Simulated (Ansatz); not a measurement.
# BSiH3ClO (SMILES [SiH3]O[B]Cl): U-revPBE/cc-pVDZ

Aim: the energy change on altering one bond length of BSiH3ClO at U-revPBE/cc-pVDZ, from 2 runs. 

The results are computed with Ansatz 0.2.0.

128 further runs of the same task are left out: 128 set aside as unsound or not needed.

## (1) The molecule

BSiH3ClO has 7 atoms, charge 0, and is taken as a doublet. SMILES: `[SiH3]O[B]Cl`. The coordinates come from a PBE0-D4/def2-TZVP relaxation. This is one conformer, not always the lowest.

Bond lengths: Si1–O2 1.667 Å, O2–B3 1.324 Å, B3–Cl4 1.747 Å, Si1–H5 1.480 Å, Si1–H6 1.482 Å, Si1–H7 1.480 Å. Angles: Si1–O2–B3 133.9°, O2–B3–Cl4 123.5°, O2–Si1–H5 107.1°, O2–Si1–H6 109.9°, O2–Si1–H7 107.2°, H5–Si1–H6 110.9°, H5–Si1–H7 110.6°, H6–Si1–H7 110.9°.

## (2) The energy at U-revPBE/cc-pVDZ

job.yaml

```yaml
crystal:
  periodic: [false, false, false]
  atoms:
    - {symbol: Si, position_ang: [-0.573000, 0.775400, 0.374800]}
    - {symbol: O, position_ang: [0.044900, -0.648400, -0.233600]}
    - {symbol: B, position_ang: [1.256200, -1.042100, -0.596600]}
    - {symbol: Cl, position_ang: [1.605000, -2.636800, -1.219100]}
    - {symbol: H, position_ang: [-1.201300, 0.456800, 1.676100]}
    - {symbol: H, position_ang: [0.515600, 1.766600, 0.541200]}
    - {symbol: H, position_ang: [-1.586300, 1.260400, -0.588400]}
basis:
  gaussian: {orbitals: cc-pVDZ}
hamiltonian: {xc: {name: revPBE}}
magnetization: {spin_polarized: true, initial_magnetization: 1}
accuracy: high
output: {orbitals: {seedname: orbitals}}
```

Launch:

```console
ansatz run job.yaml --threads 1 --pin off --max-ram 3480MiB --events-out events.jsonl --progress --plain --runs-dir runs
```

The log of the run:

```text
Warning: RAYON_NUM_THREADS=1 ignored (pool sized by the plan → 1); use --threads N
Functional definition: revPBE
  name "revPBE"
  parameter kappa = 1.245
  parameter beta = 0.06672455060314922
  exchange = pbe_x(kappa = kappa, mu = beta*pi^2/3)
  correlation = pbe_c(beta = beta)
1786 factors; integrals over basis functions are off by at most 6.3e-9 eV
mean field evaluation 1: about -23164.2153 eV, gradient 3.5e1 eV
mean field evaluation 2: about -23138.3773 eV, gradient 8.6e1 eV
mean field evaluation 4: about -23168.6145 eV, gradient 4.0e0 eV
mean field evaluation 8: about -23168.6970 eV, gradient 3.4e-1 eV
mean field evaluation 16: about -23168.6977 eV, gradient 6.4e-5 eV
mean field -23168.69770743 eV, -851.4339364406 hartree, gradient 6.2e-8 eV, S^2 0.752801; 0 other end points of the search recorded, 0 dependent functions left out
reference -23168.69771160 eV, -851.4339365940 hartree; 24, 23 occupied and 55, 56 virtual orbitals, 1786 factors
Total energy: -23168.69771160 eV, -851.4339365940 hartree
```

Wall time 7.8 s (1 thread of Arm Neoverse V2, shared host); peak memory 0.26 GiB.

## (3) The distorted shape at the same level

job.yaml

```yaml
crystal:
  periodic: [false, false, false]
  atoms:
    - {symbol: Si, position_ang: [-0.677643, 1.253824, 0.561556]}
    - {symbol: O, position_ang: [-0.059743, -0.169976, -0.046844]}
    - {symbol: B, position_ang: [1.151557, -0.563676, -0.409844]}
    - {symbol: Cl, position_ang: [1.605000, -2.636800, -1.219100]}
    - {symbol: H, position_ang: [-1.305943, 0.935224, 1.862856]}
    - {symbol: H, position_ang: [0.410957, 2.245024, 0.727956]}
    - {symbol: H, position_ang: [-1.690943, 1.738824, -0.401644]}
basis:
  gaussian:
    orbitals: cc-pVDZ
magnetization:
  spin_polarized: true
  initial_magnetization: 1
hamiltonian:
  xc: {name: revPBE}
accuracy: high
output: {orbitals: {seedname: orbitals}}
```

Launch:

```console
ansatz run job.yaml --threads 1 --pin off --max-ram 3480MiB --events-out events.jsonl --progress --plain --runs-dir runs
```

The log of the run:

```text
Warning: RAYON_NUM_THREADS=1 ignored (pool sized by the plan → 1); use --threads N
[... 6 set-up lines as earlier in the session ...]
1787 factors; integrals over basis functions are off by at most 4.0e-9 eV
mean field evaluation 1: about -23163.5887 eV, gradient 3.4e1 eV
mean field evaluation 2: about -23138.0470 eV, gradient 8.6e1 eV
mean field evaluation 4: about -23167.5812 eV, gradient 4.4e0 eV
mean field evaluation 8: about -23167.6982 eV, gradient 4.7e-1 eV
mean field evaluation 16: about -23167.6995 eV, gradient 8.2e-5 eV
mean field -23167.69950021 eV, -851.3972530020 hartree, gradient 6.7e-8 eV, S^2 0.755317; 0 other end points of the search recorded, 0 dependent functions left out
reference -23167.69950455 eV, -851.3972531616 hartree; 24, 23 occupied and 55, 56 virtual orbitals, 1787 factors
Total energy: -23167.69950455 eV, -851.3972531616 hartree
```

Run time: 7.8 s. Hardware: 1 thread of Arm Neoverse V2, shared host; peak memory 0.25 GiB.

## (4) Results

Level: U-revPBE/cc-pVDZ.

| quantity | value |
| --- | --- |
| first shape: total energy | -851.43394 Eh |
| first shape: HOMO energy (highest over α and β) | -4.48 eV |
| first shape: LUMO energy (lowest over α and β) | -2.20 eV |
| first shape: ⟨S²⟩ | 0.753 |
| distorted shape: total energy | -851.39725 Eh |
| distorted shape: HOMO energy (highest over α and β) | -5.71 eV |
| distorted shape: LUMO energy (lowest over α and β) | -3.87 eV |
| distorted shape: ⟨S²⟩ | 0.755 |
| energy change with the B3–Cl4 bond stretched from 1.747 to 2.271 Å | 0.998 eV |

With the B3–Cl4 bond stretched from 1.747 to 2.271 Å the energy rises by 1.00 eV (23.0 kcal/mol). The first shape isn't relaxed at this level, so the change isn't measured from a minimum.
